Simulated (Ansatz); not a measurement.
# AlN: the cost of one run

Computed with Ansatz 0.2.0 (DFT HSE06, scalar-relativistic, plane waves, PAW, unless a step's input says otherwise).

## Step 1: Starting point

It takes space group F-43m (No. 216, cubic). Conventional cell: a = 4.381 Å, b = 4.381 Å, c = 4.381 Å, α = 90.00°, β = 90.00°, γ = 90.00°. Al (site symmetry -43m) has 4 N at 1.90 Å in its first shell of neighbours. N (site symmetry -43m) has 4 Al at 1.90 Å in its first shell of neighbours.

Coordinates:

```
Al N
1.0
     0.00000    2.19070    2.19070
     2.19070    0.00000    2.19070
     2.19070    2.19070    0.00000
Al N
1 1
Direct
  0.00000 0.00000 0.00000
  0.25000 0.25000 0.25000
```

This is a trial structure built by rule; it need not be a known or stable form of this composition.

This is a trial structure, the zincblende prototype, and another one may lie lower.

## Step 2: Coarse point 1 of the search for the rest volume

Contents of input.yaml:

```yaml
crystal:
  lattice:
    - [0.0, 2.1906978614, 2.1906978614]
    - [2.1906978614, 0.0, 2.1906978614]
    - [2.1906978614, 2.1906978614, 0.0]
  atoms:
    - { symbol: Al, position: [0.0, 0.0, 0.0] }
    - { symbol: "N", position: [0.25, 0.25, 0.25] }
basis:
  ecutwfc: 420
kpoints:
  mp_grid: { grid: [6, 6, 6] }
hamiltonian:
  xc: hse06
scf:
  occupations: { method: gaussian, width: 0.05 }
output:
  forces: true
  stress: true
  eigenvalues: true
```

Launch:

```console
> ansatz run input.yaml --threads 4 --pin off --max-ram 12288MiB --backend cpu --events-out ev --progress --plain --runs-dir out
```

Q: Estimate wall time and peak memory on 4 threads of Arm Neoverse V1, shared host.

About 3.5 s, with a peak of 0.57 GiB.
